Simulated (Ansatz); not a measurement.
# triplet NBrO at 6 levels

We compute a comparison of 6 runs (U-wB97X/STO-3G, UB3LYP/STO-3G, UBLYP/STO-3G, UHSE06/STO-3G, UPBE/STO-3G, UCCSDT(Q)/STO-3G) of triplet NBrO. 

The results are computed with Ansatz 0.2.0.

69 further runs of the same task are left out: 10 that didn't finish, 59 set aside as unsound or not needed.

### Step 1. The system as given

The species is NBrO (3 atoms), meant as a triplet with charge 0. SMILES of the parent species: `O=NBr`. Geometry: relaxed at PBE0-D4/def2-TZVP. That shape belongs to the parent species and isn't relaxed for this state.

Bond lengths: O1–N2 1.126 Å, N2–Br3 2.117 Å. Angles: O1–N2–Br3 114.9°.

### Step 2. The energy at U-wB97X/STO-3G (run 1)

File molecule.yaml:

```yaml
basis:
  gaussian: {orbitals: STO-3G}
crystal:
  periodic: [false, false, false]
  atoms:
    - {symbol: O, position_ang: [0.941780, -0.646800, 0.448530]}
    - {symbol: N, position_ang: [-0.044940, -0.636480, -0.092930]}
    - {symbol: Br, position_ang: [-0.896840, 1.283280, -0.355590]}
total_charge: 0
magnetization: {spin_polarized: true, initial_magnetization: 2}
hamiltonian: {xc: {name: wB97X}}
accuracy: high
```

On the command line:

```console
$ ansatz run molecule.yaml --threads 1 --pin off --max-ram 3480MiB --events-out events.jsonl --progress --plain --runs-dir runs
```

The log of the run:

```text
Warning: RAYON_NUM_THREADS=1 ignored (pool sized by the plan → 1); use --threads N
Functional definition: wB97X
  name "wB97X"
  parameter omega = 0.3/bohr
  parameter cx = 0.157706
  parameter cx1 = 0.726479
  parameter cx2 = 1.04760
  parameter cx3 = -5.70635
  parameter cx4 = 13.2794
  parameter css1 = -4.33879
  parameter css2 = 18.2308
  parameter css3 = -31.7430
  parameter css4 = 17.2901
  parameter cos1 = 2.37031
  parameter cos2 = -11.3995
  parameter cos3 = 6.58405
  parameter cos4 = -3.78132
  exchange = spin_sum(e_x_unif_sr(omega)*poly(b97_u_x, 1 - cx, cx1, cx2, cx3, cx4)) + cx*exact_x_sr(omega)
      + exact_x_lr(omega)
  correlation = spin_sum(e_c_pw_same_spin*poly(b97_u_same, 1, css1, css2, css3, css4))
      + integral(e_c_pw_opposite_spin*poly(b97_u_opposite, 1, cos1, cos2, cos3, cos4))
394 factors; integrals over basis functions are off by at most 4.4e-8 eV
122 factors; integrals over basis functions are off by at most 1.7e-9 eV
mean field evaluation 1: about -72765.6276 eV, gradient 9.0e0 eV
mean field evaluation 2: about -72766.4856 eV, gradient 2.3e0 eV
mean field evaluation 4: about -72766.5674 eV, gradient 7.1e-1 eV
mean field evaluation 8: about -72766.5798 eV, gradient 7.1e-2 eV
mean field evaluation 16: about -72766.5806 eV, gradient 1.2e-4 eV
mean field evaluation 32: about -72766.4477 eV, gradient 1.4e0 eV
mean field -72766.58063401 eV, -2674.1225153399 hartree, gradient 2.7e-8 eV, S^2 2.011267; 5 other end points of the search recorded, 0 dependent functions left out
reference -72766.58063316 eV, -2674.1225153088 hartree; 26, 24 occupied and 2, 4 virtual orbitals, 394 factors
Total energy: -72766.58063316 eV, -2674.1225153088 hartree
```

Run time: 13 s. Hardware: 1 thread of Intel Xeon Platinum 8375C at 2.90GHz (Ice Lake), shared host; peak memory 0.39 GiB.

### Step 3. A single-point energy at UB3LYP/STO-3G (run 2)

File job.yaml:

```yaml
basis:
  gaussian: {orbitals: STO-3G}
crystal:
  periodic: [false, false, false]
  atoms:
    - {symbol: O, position_ang: [0.941780, -0.646800, 0.448530]}
    - {symbol: "N", position_ang: [-0.044940, -0.636480, -0.092930]}
    - {symbol: Br, position_ang: [-0.896840, 1.283280, -0.355590]}
hamiltonian: {xc: {name: B3LYP}}
total_charge: 0
magnetization: {spin_polarized: true, initial_magnetization: 2}
accuracy: high
```

On the command line:

```console
$ ansatz run job.yaml --threads 1 --pin off --max-ram 3480MiB --events-out events.jsonl --progress --plain --runs-dir runs
```

The log of the run:

```text
Warning: RAYON_NUM_THREADS=1 ignored (pool sized by the plan → 1); use --threads N
Functional definition: B3LYP
  name "B3LYP"
  parameter a0 = 0.2
  parameter ax = 0.72
  parameter ac = 0.81
  exchange = (1 - a0 - ax)*slater_x + ax*b88_x + a0*exact_x
  correlation = (1 - ac)*vwn_rpa_c + ac*lyp_c
394 factors; integrals over basis functions are off by at most 4.4e-8 eV
mean field evaluation 1: about -72763.8993 eV, gradient 7.0e0 eV
mean field evaluation 2: about -72763.8994 eV, gradient 7.9e0 eV
mean field evaluation 4: about -72764.3861 eV, gradient 8.5e-1 eV
mean field evaluation 8: about -72764.4029 eV, gradient 2.5e-2 eV
mean field evaluation 16: about -72764.4030 eV, gradient 5.3e-6 eV
mean field -72764.40301756 eV, -2674.0424894116 hartree, gradient 1.5e-8 eV, S^2 2.006103; 2 other end points of the search recorded, 0 dependent functions left out
reference -72764.40303794 eV, -2674.0424901606 hartree; 26, 24 occupied and 2, 4 virtual orbitals, 394 factors
Total energy: -72764.40303794 eV, -2674.0424901606 hartree
```

It took 2.3 s on 1 thread of Intel Xeon Platinum 8375C at 2.90GHz (Ice Lake), shared host; peak memory 0.15 GiB.

Runs 3 to 5 aren't shown in full; the table further down has their settings and results.

### Step 4. The energy at UCCSDT(Q)/STO-3G (run 6)

File run.yaml:

```yaml
crystal:
  periodic: [false, false, false]
  atoms:
    - {symbol: O, position_ang: [0.941780, -0.646800, 0.448530]}
    - {symbol: "N", position_ang: [-0.044940, -0.636480, -0.092930]}
    - {symbol: Br, position_ang: [-0.896840, 1.283280, -0.355590]}
basis:
  gaussian:
    orbitals: STO-3G
correlation:
  method: ccsdt_q
  frozen_orbitals: {Br: 9, "N": 1, O: 1}
scf:
  omitted_lower_state_checks: [cluster_reference, increment]
accuracy: high
magnetization:
  spin_polarized: true
  initial_magnetization: 2
```

On the command line:

```console
$ ansatz run run.yaml --threads 1 --pin off --max-ram 3480MiB --events-out events.jsonl --progress --plain --runs-dir runs
```

The log of the run:

```text
Warning: RAYON_NUM_THREADS=1 ignored (pool sized by the plan → 1); use --threads N
[... 15 lines left out ...]
11 core orbitals not correlated: weight in the atoms' cores, before any rotation towards them, 1.000 or more for the frozen orbitals, at most 0.000 for the correlated occupied ones
[... 41 lines left out ...]
Total energy: -72715.77264094 eV, -2672.2553560335 hartree
Checks for a lower state left out: cluster_reference, increment
```

Run time: 9.9 s. Hardware: 1 thread of Intel Xeon Platinum 8375C at 2.90GHz (Ice Lake), shared host; peak memory 0.21 GiB.

### Step 5. All runs side by side

```csv
run,level,frozen core orbitals,energy (Eh),⟨S²⟩,wall time
1,U-wB97X/STO-3G,–,-2674.122515,2.011,13 s
2,UB3LYP/STO-3G,–,-2674.042490,2.006,2.3 s
3,UBLYP/STO-3G,–,-2673.903848,2.002,3.9 s
4,UHSE06/STO-3G,–,-2673.725189,2.008,2.6 s
5,UPBE/STO-3G,–,-2673.496971,2.002,3.9 s
6,UCCSDT(Q)/STO-3G,11,-2672.255356,2.096,9.9 s
```

### Step 6. Results

```
                                           quantity           value
                                run 6: total energy  -2672.25536 Eh
run 6: correlation energy (11 core orbitals frozen)      -120.7 mEh
           run 6: ⟨S²⟩ of the reference determinant           2.096
                               run 6: T1 diagnostic           0.024
```

**Reading.** Totals of different functionals can't be ranked against each other. In runs 1, 2, 3, 4, 5, 6 the basis is minimal, so the values are rough. All runs together took 36 s, the longest 13 s.
